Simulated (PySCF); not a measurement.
# TiF: changing the method

Starting from one script, swap the method and compare what comes out for TiF.

The runs use PySCF 2.14.0; each script names its method and basis.

3 further runs of the same task are left out: 3 that didn't finish.

### 1 The starting structure

TiF: 2 atoms, charge 0, spin multiplicity 2.

Bond lengths: Ti1–F2 1.786 Å.

### 2 The base run

Contents of input.py:

```python
from pyscf import gto, scf, cc

mol = gto.M(
    atom='Ti 0 0 0; F 0 0 1.786',
    basis='sto-3g',
    charge=0,
    spin=1,
    symmetry=True,
    verbose=3,
)
mf = scf.UHF(mol)
mf.level_shift = 0.3
mf.kernel()
mycc = cc.CCSD(mf, frozen=6)
mycc.kernel()
mycc.ccsd_t()
mf.dip_moment()
print('orbital energies (hartree):', [e[max(0, n-3):n+3].round(4) for e, n in zip(mf.mo_energy, mol.nelec)])
```

Run with:

```console
python input.py
```

### 3 Frozen orbitals none

Run 1 changes frozen orbitals: 6 → none.

Changes to input.py since step 2:

```diff
@@ -13,3 +13,3 @@
 mf.kernel()
-mycc = cc.CCSD(mf, frozen=6)
+mycc = cc.CCSD(mf)
 mycc.kernel()
```

### 4 Pw6b95 (UKS)

Run 2 changes functional: none (Hartree–Fock) → pw6b95; SCF type: UHF → UKS; step after the SCF: ccsd(t) → analyze.

Contents of input.py:

```python
from pyscf import gto, dft

mol = gto.M(
    atom='Ti 0 0 0; F 0 0 1.786',
    basis='sto-3g',
    charge=0,
    spin=1,
    symmetry=True,
    verbose=3,
)
mf = dft.UKS(mol, xc='pw6b95')
mf.level_shift = 0.3
mf.kernel()
mf.analyze()
print('orbital energies (hartree):', [e[max(0, n-3):n+3].round(4) for e, n in zip(mf.mo_energy, mol.nelec)])
```

Q: Predict the outcome of this session. Wanted: for each run, E(SCF); from base; gap, α spin; SCF dipole; after the SCF.

As calculated:

```csv
run,E(SCF) (hartree),from base (eV),"gap, α spin (eV)",SCF dipole (D),after the SCF
base,-937.643440,0,6.35,1.86,"CCSD(T) correlation -4.097 eV, core frozen"
frozen orbitals none,-937.643440,0.0000,6.35,1.86,CCSD(T) correlation -4.105 eV
pw6b95 (UKS),-939.653179,not comparable,0.00,0.68,n/a
```

In words: Total energies of different functionals can't be compared with each other; differences within one functional can.
